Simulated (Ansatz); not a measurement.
# C₂H₅NOSn: small, medium and large basis sets

One table from this session's results is given with a row withheld; the runs are named, their logs left out.

Program: Ansatz 0.2.0, Gaussian basis. Level of theory: one geometry, several basis sets. These are calculated values, not measurements.

The runs, in order: PBE0-D4/def2-SVP; ωB97M-V/def2-SVP; PBE0-D4/def2-QZVPP; ωB97M-V/def2-QZVPP; the functionals' def2-TZVPP values are taken from earlier runs.

### The geometry

An earlier PBE0-D4 in a triple-zeta def2 set relaxation fixed the geometry. Sn takes the def2 core potential; no spin-orbit term is included.

SMILES `[CH3][SnH2][N]=C=O`, 10 atoms, charge 0, spin multiplicity 1.

Atoms are counted from 1 here; the program's logs count them from 0.

Bond lengths: C1–Sn2 2.123 Å, C1–H6 1.090 Å, C1–H7 1.090 Å, C1–H8 1.090 Å, Sn2–N3 2.031 Å, Sn2–H9 1.704 Å, Sn2–H10 1.707 Å, N3–C4 1.199 Å, C4–O5 1.170 Å. Angles: Sn2–C1–H6 109.4°, Sn2–C1–H7 109.2°, Sn2–C1–H8 110.5°, H6–C1–H7 109.2°, H6–C1–H8 109.3°, H7–C1–H8 109.3°, C1–Sn2–N3 104.1°, C1–Sn2–H9 113.8°, C1–Sn2–H10 114.2°, N3–Sn2–H9 105.1°, N3–Sn2–H10 106.4°, H9–Sn2–H10 112.2°, Sn2–N3–C4 140.8°, N3–C4–O5 176.7°.

Coordinates:

```xyz
10

C    -1.7556   -0.2040    0.4317
Sn    0.0463   -0.5300   -0.6422
N     1.4703    0.3626    0.4976
C     2.4656    1.0223    0.3915
O     3.4402    1.6684    0.3559
H    -1.9429    0.8666    0.5074
H    -1.6563   -0.6228    1.4327
H    -2.5938   -0.6811   -0.0766
H     0.5095   -2.1680   -0.7281
H     0.0998    0.2347   -2.1669
```

The first run:

Contents of in.yaml:

```yaml
crystal:
  periodic: [false, false, false]
  atoms:
    - {symbol: C, position_ang: [-1.755617, -0.204029, 0.431671]}
    - {symbol: Sn, position_ang: [0.046314, -0.529971, -0.642205]}
    - {symbol: N, position_ang: [1.470301, 0.362623, 0.497635]}
    - {symbol: C, position_ang: [2.465600, 1.022346, 0.391540]}
    - {symbol: O, position_ang: [3.440153, 1.668352, 0.355920]}
    - {symbol: H, position_ang: [-1.942937, 0.866635, 0.507385]}
    - {symbol: H, position_ang: [-1.656348, -0.622765, 1.432740]}
    - {symbol: H, position_ang: [-2.593755, -0.681094, -0.076608]}
    - {symbol: H, position_ang: [0.509509, -2.167966, -0.728140]}
    - {symbol: H, position_ang: [0.099780, 0.234668, -2.166940]}
basis:
  gaussian: {orbitals: def2-SVP}
hamiltonian: {xc: pbe0, dispersion: d4}
output: {orbitals: {seedname: orbitals}}
```

Command:

```sh
ansatz run in.yaml --threads 2 --pin off --events-out ev --progress --plain --max-ram 22528MiB --backend cpu
```

Steps of the session up to this table: PBE0-D4 in def2-SVP; ωB97M-V in def2-SVP; PBE0-D4 in def2-QZVPP; ωB97M-V in def2-QZVPP.

One of the session's tables, all rows but one given; the rest of the session is left out.

It belongs to the step «Functionals by basis». 

| functional | basis | HOMO (eV) | LUMO (eV) |
| --- | --- | --- | --- |
| PBE0-D4 | def2-SVP | -7.88 | -0.04 |
| PBE0-D4 | def2-TZVPP | -8.02 | -0.38 |
| PBE0-D4 | def2-QZVPP | -8.05 | -0.46 |
| ωB97M-V | def2-SVP | ? | ? |
| ωB97M-V | def2-TZVPP | -10.24 | 1.03 |
| ωB97M-V | def2-QZVPP | -10.27 | 0.76 |

**Question.** Estimate the row for ωB97M-V, def2-SVP.

**Answer.** HOMO (eV): -10.07; LUMO (eV): 1.69. In the column «HOMO (eV)» it lies between ωB97M-V, def2-TZVPP (-10.24) and PBE0-D4, def2-QZVPP (-8.05).
